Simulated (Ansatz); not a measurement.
Geometry optimisation, Ansatz 0.2.0, DFT r2SCAN, scalar-relativistic, plane waves, PAW.

Input file:

```yaml
crystal:
  lattice:
    - [-2.29, -3.966396, 0.0]
    - [3.435, -1.983198, 0.0]
    - [0.0, 0.0, 7.17686]
  atoms:
    - { symbol: Be, position: [0.75000007, 0.50000004, 0.0] }
    - { symbol: Be, position: [0.50000004, 0.33333336, 0.25] }
    - { symbol: Be, position: [0.75000007, 0.50000004, 0.5] }
    - { symbol: Be, position: [0.50000004, 0.33333336, 0.75] }
    - { symbol: Be, position: [0.50000003, 2.0e-08, 0.0] }
    - { symbol: Be, position: [0.25000004, 0.83333336, 0.25] }
    - { symbol: Be, position: [0.50000003, 2.0e-08, 0.5] }
    - { symbol: Be, position: [0.25000004, 0.83333336, 0.75] }
    - { symbol: Be, position: [0.25000003, 0.50000002, 0.0] }
    - { symbol: Be, position: [1.0e-08, 0.33333334, 0.25] }
    - { symbol: Be, position: [0.25000003, 0.50000002, 0.5] }
    - { symbol: Be, position: [1.0e-08, 0.33333334, 0.75] }
    - { symbol: Be, position: [0.0, 0.0, 0.0] }
    - { symbol: Be, position: [0.75000008, 0.83333338, 0.25] }
    - { symbol: Be, position: [0.0, 0.0, 0.5] }
    - { symbol: Be, position: [0.75000008, 0.83333338, 0.75] }
    - { symbol: Li, position: [0.01896098, 0.67393732, 0.38515318] }
basis:
  ecutwfc: 500.0
kpoints:
  mp_grid: { grid: [5, 5, 3] }
hamiltonian:
  xc: r2scan
scf:
  occupations: { method: gaussian, width: 0.1 }
  lower_state_search: "off"
relax:
  f_tol: 0.03
  max_steps: 60
  adjacent_minimum: "off"
```

Run as:

```bash
$ ansatz run input.yaml --threads 2 --pin off --max-ram 5120MiB --backend cpu --events-out ev --progress --plain --runs-dir out
```

Question: Where does it end, and by what steps?

Answer: It converged. Limits of this set-up: coarse k mesh, a small cell, in which the defect meets its images, a typed lattice constant that wasn't relaxed here. After 10 steps the energy has fallen by 4.774 eV; Be11 moved furthest, 1.10 Å. Joined: Be4–Li17 (3.68 → 2.67 Å), Be12–Li17 (2.95 → 2.23 Å), Be16–Li17 (2.96 → 2.62 Å).

```csv
step,energy less start (eV),largest force component (eV/Å),accepted
0,0.0000,4.571,yes
1,-2.0761,2.951,yes
2,-3.7299,0.654,yes
3,-3.8481,0.731,yes
4,-4.0801,0.317,yes
5,-4.2529,0.410,yes
6,-4.4333,0.484,yes
7,-4.5112,0.941,yes
8,-4.7197,0.235,yes
9,-4.7691,0.109,yes
10,-4.7741,0.028,yes
```

```xyz
17
Lattice="-2.2900 -3.9664 0.0000 3.4350 -1.9832 0.0000 0.0000 0.0000 7.1769" Properties=species:S:1:pos:R:3
Be 0.112 -3.986 -0.048
Be 0.225 -2.718 1.731
Be -0.088 -3.742 3.544
Be 0.220 -2.717 5.356
Be -1.008 -2.033 -0.049
Be 2.527 -2.756 1.718
Be -1.713 -1.773 3.536
Be 2.524 -2.752 5.361
Be 1.317 -2.012 -0.047
Be 1.236 -0.670 1.719
Be 0.092 -1.662 3.546
Be 1.233 -0.673 5.359
Be 0.136 -0.027 -0.050
Be 1.182 -4.683 1.711
Be 0.340 0.210 3.540
Be 1.185 -4.681 5.365
Li 1.913 -1.756 3.534
```

Whether the end is a true minimum wasn't checked by a vibrational analysis.

Time of the run: 3.3 min on 2 threads of Arm Neoverse V2, with other jobs on the host, peak memory 0.62 GiB.
